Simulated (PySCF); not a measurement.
# GaOBr: relaxation and vibrations of the singlet

Where does singlet GaOBr go from a linear start, is the end point a minimum, and what are its modes, charges and moments?

Computed with PySCF 2.14.0. Level: PBE0, basis Ga def2-TZVP, O def2-TZVP, Br def2-TZVP, no relativity, density fitting.

**1. Where the work starts**

3 atoms, charge 0, spin multiplicity 1.

Bond lengths: Ga1–O2 1.740 Å, Ga1–Br3 2.380 Å. Angles: O2–Ga1–Br3 180.0°.

```xyz
3
charge 0 multiplicity 1
Ga    0.0000    0.0000    0.0000
O     0.0000    0.0000   -1.7400
Br    0.0000    0.0000    2.3800
```

**2. Finding the electronic state**

The steps below are one call of a driver around PySCF. For each, scf.py gives the equivalent set-up of the SCF; relaxations use the driver's own optimiser. After this first run the driver tries any further starts and a stability analysis.

The input, scf.py:

```python
from pyscf import gto, scf, dft
mol = gto.M(atom='''
Ga     0.000000     0.000000     0.000000
O      0.000000     0.000000    -1.740000
Br     0.000000     0.000000     2.380000''',
    basis={'Ga': 'def2-TZVP', 'O': 'def2-TZVP', 'Br': 'def2-TZVP'},
    charge=0, spin=0)
mf = dft.RKS(mol, xc='PBE0')
mf.grids.atom_grid = (50, 194)
aux = {'Ga': 'def2-universal-JKFIT', 'O': 'def2-universal-JKFIT', 'Br': 'def2-universal-JKFIT'}
mf = mf.density_fit(auxbasis=aux)
mf.conv_tol = 1e-08
mf.diis_space = 10
mf.max_cycle = 60
mf.init_guess = 'minao'
mf.verbose = 4
mf.kernel()
```

Run with:

```sh
$ OMP_NUM_THREADS=2 python axn.py task.json out
```

Standard output, cut to the lines that bear on the results:

```text
[... the frontier levels of the middle cycles are left out ...]
init E= -4572.10730493939
  HOMO = -0.341702964043223  LUMO = -0.15878728408957  gap/eV = 4.97739
cycle= 1 E= -4573.29566485161  delta_E= -1.19  |g|= 1.37  |ddm|= 1.94
  HOMO = -0.160181767269152  LUMO = -0.00641565771181263  gap/eV = 4.18419
cycle= 2 E= -4567.13816537737  delta_E= 6.16  |g|=  3.8  |ddm|= 3.63
  HOMO = -0.277894334467372  LUMO = -0.136822027383275  gap/eV = 3.83877
cycle= 3 E= -4573.41224683176  delta_E= -6.27  |g|= 0.947  |ddm|= 3.48
cycle= 4 E= -4573.63702097079  delta_E= -0.225  |g|= 0.271  |ddm|= 0.707
cycle= 5 E= -4573.64676941043  delta_E= -0.00975  |g|= 0.0967  |ddm|= 0.26
cycle= 6 E= -4573.6477970464  delta_E= -0.00103  |g|= 0.0473  |ddm|= 0.0676
cycle= 7 E= -4573.64817036465  delta_E= -0.000373  |g|= 0.0306  |ddm|= 0.0262
cycle= 8 E= -4573.64830418682  delta_E= -0.000134  |g|= 0.0182  |ddm|= 0.0107
cycle= 9 E= -4573.6483727833  delta_E= -6.86e-05  |g|= 0.00619  |ddm|= 0.00923
cycle= 10 E= -4573.64838097633  delta_E= -8.19e-06  |g|= 0.000758  |ddm|= 0.00369
cycle= 11 E= -4573.64838114744  delta_E= -1.71e-07  |g|= 8.9e-05  |ddm|= 0.000738
cycle= 12 E= -4573.64838115064  delta_E= -3.19e-09  |g|= 2.64e-05  |ddm|= 0.000135
  HOMO = -0.295902167777035  LUMO = -0.125070246842327  gap/eV = 4.64857
Extra cycle  E= -4573.64838115024  delta_E= 3.95e-10  |g|= 5.89e-05  |ddm|= 7.32e-05
converged SCF energy = -4573.64838115024
```

This step, with its further starts and checks, took 12 s on 2 threads of Arm Neoverse V2, shared host.

The test of internal stability found no lower closed-shell solution.

**3. Relaxing the singlet from the linear start**

The program finds C∞v symmetry in the start, which this walk keeps.

scf.py, as its differences from that of step 2:

```diff
@@ -3,3 +3,3 @@
-Ga     0.000000     0.000000     0.000000
-O      0.000000     0.000000    -1.740000
-Br     0.000000     0.000000     2.380000''',
+Ga     0.000000     0.000000    -0.976536
+O      0.000000     0.000000    -2.716536
+Br     0.000000     0.000000     1.403464''',
@@ -15 +14,0 @@
-mf.init_guess = 'minao'
```

Energy and gradient, step by step:

| step | energy (Eh) | change (kJ/mol) | largest symmetric gradient (Eh/bohr) |
| --- | --- | --- | --- |
| 0 | -4573.648381 | 0.00 | 0.05801 |
| 1 | -4573.658667 | -27.01 | 0.02679 |
| 2 | -4573.659725 | -29.78 | 0.00243 |
| 3 | -4573.659743 | -29.83 | 0.00054 |
| 4 | -4573.659744 | -29.83 | 0.00009 |

The walk took 14 s.

Geometry (Å) and forces (eV/Å) at some steps:

```
step 0
Ga   0.000   0.000  -0.977   0.000   0.000  -1.247
O    0.000   0.000  -2.717   0.000   0.000   2.983
Br   0.000   0.000   1.403   0.000   0.000  -1.736
step 1
Ga   0.000   0.000  -0.980   0.000   0.000   1.378
O    0.000   0.000  -2.613   0.000   0.000  -0.534
Br   0.000   0.000   1.303   0.000   0.000  -0.844
step 2
Ga   0.000   0.000  -0.954   0.000   0.000  -0.088
O    0.000   0.000  -2.598   0.000   0.000  -0.037
Br   0.000   0.000   1.262   0.000   0.000   0.125
step 3
Ga   0.000   0.000  -0.956   0.000   0.000  -0.008
O    0.000   0.000  -2.602   0.000   0.000   0.028
Br   0.000   0.000   1.268   0.000   0.000  -0.020
step 4
Ga   0.000   0.000  -0.956   0.000   0.000   0.005
O    0.000   0.000  -2.601   0.000   0.000  -0.003
Br   0.000   0.000   1.267   0.000   0.000  -0.001
```

After 4 steps and 29.8 kJ/mol it ends at C∞v: Ga–Br 2.223 Å, Ga–O 1.645 Å; Br–Ga–O 180.0°.

**4. Frequencies**

On the finer grid the gradient is checked again; gradients at displacements of ±0.02 bohr then give force constants and infrared intensities.

scf.py, as its differences from that of step 3:

```diff
@@ -3,3 +3,3 @@
-Ga     0.000000     0.000000    -0.976536
-O      0.000000     0.000000    -2.716536
-Br     0.000000     0.000000     1.403464''',
+Ga    -0.000000     0.000000    -0.910335
+O     -0.000000     0.000000    -2.555161
+Br     0.000000     0.000000     1.312841''',
@@ -9 +9 @@
-mf.grids.atom_grid = (50, 194)
+mf.grids.atom_grid = (75, 302)
@@ -12 +12 @@
-mf.conv_tol = 1e-08
+mf.conv_tol = 1e-10
```

This SCF starts from the last density.

Log of the central SCF (cycles and frontier levels):

```text
init E= -4573.65961971142
  HOMO = -0.296695623623668  LUMO = -0.0926363187481059  gap/eV = 5.55274
cycle= 1 E= -4573.65961971142  delta_E= -2.73e-12  |g|= 5.46e-06  |ddm|= 4.45e-06
  HOMO = -0.296697032787875  LUMO = -0.0926362967483243  gap/eV = 5.55278
Extra cycle  E= -4573.65961971139  delta_E= 3.18e-11  |g|= 1.52e-05  |ddm|= 1.16e-05
converged SCF energy = -4573.65961971139
```

The whole step took 40 s.

Geometry: C∞v; Ga–Br 2.223 Å, Ga–O 1.645 Å; Br–Ga–O 180.0°.

Harmonic modes (main isotopes):

| symmetry | ω (cm⁻¹) | IR (km/mol) | μ (u) |
| --- | --- | --- | --- |
| π | 144 | 57.7 | 24.47 |
| σ+ | 322 | 12.4 | 51.71 |
| σ+ | 952 | 61.6 | 19.21 |

All wavenumbers are real: a minimum.

Properties at this point:

```yaml
Dipole_moment: 3.80 D
Highest_occupied_level: -8.07 eV
Lowest_empty_level: -2.52 eV
Rotational_constants: 0.05665 cm⁻¹
Zero-point_energy: 9.3 kJ/mol
Principal_polarisabilities: 36.3, 36.3, 71.9 bohr³
Atomisation_energy_without_zero-point_energy: 727 kJ/mol
Principal_traceless_quadrupole_moments_about_the_centre_of_mass: -14.90, 7.45, 7.45 D Å
Entropy_at_298.15_K_and_1_bar: 277.9 J/(mol K)
Heat_capacity_Cp_at_298.15_K: 53.7 J/(mol K)
Enthalpy_at_298.15_K_above_0_K: 13.26 kJ/mol
Rotational_symmetry_number: 1
```

Populations by atom (charges in e):

```csv
atom,Mulliken,Löwdin,polar tensor,Mayer order to Ga1
Ga1,0.60,-0.02,0.99,–
O2,-0.47,-0.27,-0.66,2.12
Br3,-0.13,0.29,-0.34,1.21
```

Outer orbital energies (eV). occupied: -23.35, -22.35, -12.67, -9.99, -9.99, -9.67, -8.07, -8.07; empty: -2.52, -0.98, -0.98, 2.28.

Mulliken populations on Ga1: s 6.96, p 13.16, d 10.19, f 0.08.

**5. Fields at the lowest minimum**

The plane holds Ga1 at (0.00, 0.00), O2 at (1.64, 0.00), Br3 at (-2.22, 0.00) Å. Columns run from x = -4.35 to 4.05 Å, rows from y = 2.25 (top) to -1.95 Å, in steps of 0.3 Å.

Density (cut at 5 e/Å³):

Ten steps from '0' (0.000 e/Å³) to '9' (5.000 e/Å³), finer at the low end (step k begins (100^(k/10) - 1)/99 of the way up):
```
00000000000000000000000000000
00000000000000000000000000000
00000111111000000000000000000
00001233322111111111111000000
00012345543222333333332100000
00124567664444665456654210000
00135699976558998668986310000
00135799986569999779997420000
00135799986569999779997420000
00135699976558998668986310000
00124567664444665456654210000
00012345543222333333332100000
00001233322111111111111000000
00000111111000000000000000000
00000000000000000000000000000
```

ELF (0 where the density is under 0.005 e/Å³):

Ten even steps from '0' (0.00) to '9' (0.87):
```
00000011110000000000000000000
00002345431000011111100000000
00024677753111122322221000000
00247899875322223444443200000
01368999987532123466776410000
01479986788621221478998631000
02578624248613773289999741000
02578282817617447184469841000
02578282817617447184469841000
02578624248613773289999741000
01479986788621221478998631000
01368999987532123466776410000
00247899875322223444443200000
00024677753111122322221000000
00002345431000011111100000000
```

Lowest empty orbital at -2.52 eV (sign arbitrary; one member if degenerate):

Ten even steps from '0' (-0.81 Å^-3/2) to '9' (0.56 Å^-3/2):
```
55666665666666666666666555555
66666665566666666666666655555
66666665556666666666666665555
66666655555667776666666666555
66666655555667776665666666655
66666665445677776655566666665
66677765434677556543577666665
66677756734677467520698766665
66677756734677467520698766665
66677765434677556543577666665
66666665445677776655566666665
66666655555667776665666666655
66666655555667776666666666555
66666665556666666666666665555
66666665566666666666666655555
```

Along Ga1–O2 (1.645 Å) the density is least, 1.28 e/Å³, about 0.82 Å from Ga1; ELF there is 0.23.

Making the fields took 1.6 s.

**6. What came out**

```
                                 quantity                                        value
                                  minimum                                 singlet, C∞v
                                 geometry  Ga–Br 2.223 Å, Ga–O 1.645 Å; Br–Ga–O 180.0°
                       wavenumbers (cm⁻¹)                  144 (π), 322 (σ+), 952 (σ+)
                            dipole moment                                       3.80 D
     highest occupied, lowest empty level                              -8.07, -2.52 eV
               polar-tensor charge of Ga1                                      +0.99 e
                        zero-point energy                                   9.3 kJ/mol
                      entropy at 298.15 K                              277.9 J/(mol K)
atomisation energy (no zero-point energy)                                   727 kJ/mol
```

In words: The linear start keeps its C∞v symmetry and ends in a minimum. In the infrared the band at 952 cm⁻¹ (σ+, stretch) leads. Other starts or spin states, not run here, may lie lower.

The search up to here took 66 s on 2 threads of Arm Neoverse V2, shared host.
